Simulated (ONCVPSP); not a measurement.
# An ONCV potential for Ge, from input to tests

Do these settings give a usable potential? It is generated, then checked for transferability, scattering, ghosts and hardness.

Program: ONCVPSP 4.0.1.1 (patched build). Reference atom: PBEsol, scalar-relativistic, spherical and spin-unpolarised. All values are calculated.

15 further runs of the same task are left out: 7 that didn't finish, 8 set aside as unsound or not needed.

**1. The design**

Typed settings, in words:

| Quantity | Value |
| --- | --- |
| element | germanium (Ge, Z = 32) |
| type | optimised norm-conserving Vanderbilt (ONCV) |
| frozen core | [Ar] 3d10 |
| valence charge | 4 |
| reference configuration | 4s2 4p2 |
| partial waves | 4s: rc 1.85 bohr, ncon 4, nbas 7, qcut 4.1 1/bohr, 2 projectors, debl 1 Ha; 4p: rc 2.05 bohr, ncon 4, nbas 8, qcut 3.4 1/bohr, 2 projectors, debl 0.7 Ha; d scattering state at 0.07 Ha: rc 2.25 bohr, ncon 4, nbas 7, qcut 3.9 1/bohr, 3 projectors, debl 1.1 Ha |
| local potential | polynomial inside 1.25 bohr (lpopt 5, dvloc0 0 Ha) |
| core correction | not asked for |

The outer shells as boxes (Hund's rule for the drawing; the calculation is spin-unpolarised):

```
[Ar] core
3d [↑↓][↑↓][↑↓][↑↓][↑↓]
4s [↑↓]
4p [↑ ][↑ ][  ]
```

The nodes and maxima of the atom's own shells, from an earlier all-electron run, set the scale for the radii.

All-electron outer shells of the reference configuration (PBEsol, scalar-relativistic, ld1.x):

| shell | level (eV) | outermost node (bohr) | outermost maximum (bohr) |
| --- | --- | --- | --- |
| 3p | -115.43 | 0.23 | 0.54 |
| 3d | -29.31 | – | 0.50 |
| 4s | -11.74 | 0.77 | 1.75 |
| 4p | -3.90 | 0.82 | 2.22 |

**2. Generating the potential**

The input, Ge.dat:

```
# ATOM AND REFERENCE CONFIGURATION
# atsym  z   nc   nv     iexc    psfile
  Ge 32.00    6    2  -116133      upf
#
#   n    l    f
    1    0    2.00
    2    0    2.00
    2    1    6.00
    3    0    2.00
    3    1    6.00
    3    2   10.00
    4    0    2.00
    4    1    2.00
#
# PSEUDOPOTENTIAL AND OPTIMIZATION
# lmax
    2
#
#   l,   rc,      ep,       ncon, nbas, qcut
    0    1.85    0.00    4    7    4.10
    1    2.05    0.00    4    8    3.40
    2    2.25    0.07    4    7    3.90
#
# LOCAL POTENTIAL
# lloc, lpopt,  rc(5),   dvloc0
    4    5    1.25    0.00
#
# VANDERBILT-KLEINMAN-BYLANDER PROJECTORs
# l, nproj, debl
    0    2    1.00
    1    2    0.70
    2    3    1.10
#
# MODEL CORE CHARGE
# icmod, fcfact, rcfact
    0    0.00    0.00
#
# LOG DERIVATIVE ANALYSIS
# epsh1, epsh2, depsh
   -2.00    5.00    0.02
#
# OUTPUT GRID
# rlmax, drl
    6.00    0.01
#
# TEST CONFIGURATIONS
# ncnf
    4
# nvcnf
#   n    l    f
    2
    4    0    2.00
    4    1    1.00
#
    2
    4    0    2.00
    4    1    0.00
#
    2
    4    0    1.00
    4    1    0.00
#
    2
    4    0    0.00
    4    1    4.00
#
```

The run is started by

```console
oncvpsp.x < Ge.dat > Ge.out
```

**Question.** What will these runs give? Wanted: cutoffs for 1 and 0.1 mHa per electron, occupied waves; bound ghosts; GHOST(+) flags; largest test error; largest phase difference near zero energy, channels read.

The runs gave:

| quantity | value |
| --- | --- |
| cutoffs for 1 and 0.1 mHa per electron, occupied waves | 8.3 Ha and 28 Ha |
| bound ghosts | d at -21.81 eV |
| GHOST(+) flags | s at 64 eV, d at 420 eV, d at 807 eV |
| largest test error (AE − PS) | -39 meV, for 4s2 4p0 |
| largest phase difference near zero energy, channels read | 0.003 rad |

A bound ghost (d) makes it unfit for use: electrons can fall into a state that the atom doesn't have. By total energies transferability is fair: the largest error is 39 meV on 22.9 eV, for 4s2 4p0. The potential is soft on the atom at that tolerance: the looser tolerance needs 8.3 Ha. The tighter tolerance needs 28 Ha, and converged work needs a cutoff nearer that. At the looser tolerance the 4s wave is the slowest; 4p needs 5 Ha. Near zero energy the phases of the channels with partial waves agree within 0.003 rad. The program also flags highly localised states, GHOST(+) (s, d).
